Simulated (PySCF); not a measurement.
# CH7GeNSe: the cost of one run

Computed with PySCF 2.14.0, with density-fitted response routines of our own, on a single molecule in the gas phase. Atoms count from 0, in the outputs and in this text.

**1. Starting geometry**

11 atoms, charge 0, multiplicity 1; geometry from: GFN2-xTB. The atoms were then displaced at random by about 0.01 Å, so the start is not that level's minimum.

Bonds of the start (Å): C0–Se1 1.95, Se1–Ge2 2.32, Ge2–N3 1.85, C0–H4 1.10, C0–H5 1.06, C0–H6 1.11, Ge2–H7 1.51, Ge2–H8 1.50, N3–H9 0.97, N3–H10 1.01.

**2. Relaxing the molecule at PBE0-D3(BJ)/def2-SVP**

Job settings and geometry (Å):

```
{"job": {"xc": "PBE0", "basis": "def2-SVP", "d3": "d3bj", "grid": 1, "shake": 0.01, "kind": "geom"}, "charge": 0, "multiplicity": 1}
C     -2.269690    -0.194260     0.022070
Se    -0.818160     0.710910     0.962910
Ge     0.917610    -0.288900    -0.206530
N      2.452630     0.671280     0.188150
H     -2.110950    -0.133650    -1.063460
H     -2.374040    -1.195650     0.346520
H     -3.189680     0.370850     0.263940
H      1.270350    -1.697880     0.222210
H      0.549190    -0.343420    -1.661780
H      3.281930     0.402280    -0.244620
H      2.328930     1.672620     0.194850
```

On the command line:

```console
$ OMP_NUM_THREADS=1 python probes_run.py task.json out
```

This one command runs all jobs of the session in turn.

**Question.** How long does this first job take on 1 thread of Arm Neoverse N1, shared host, and how much memory does it need?

About 1.8 min, with a peak of 0.52 GiB.
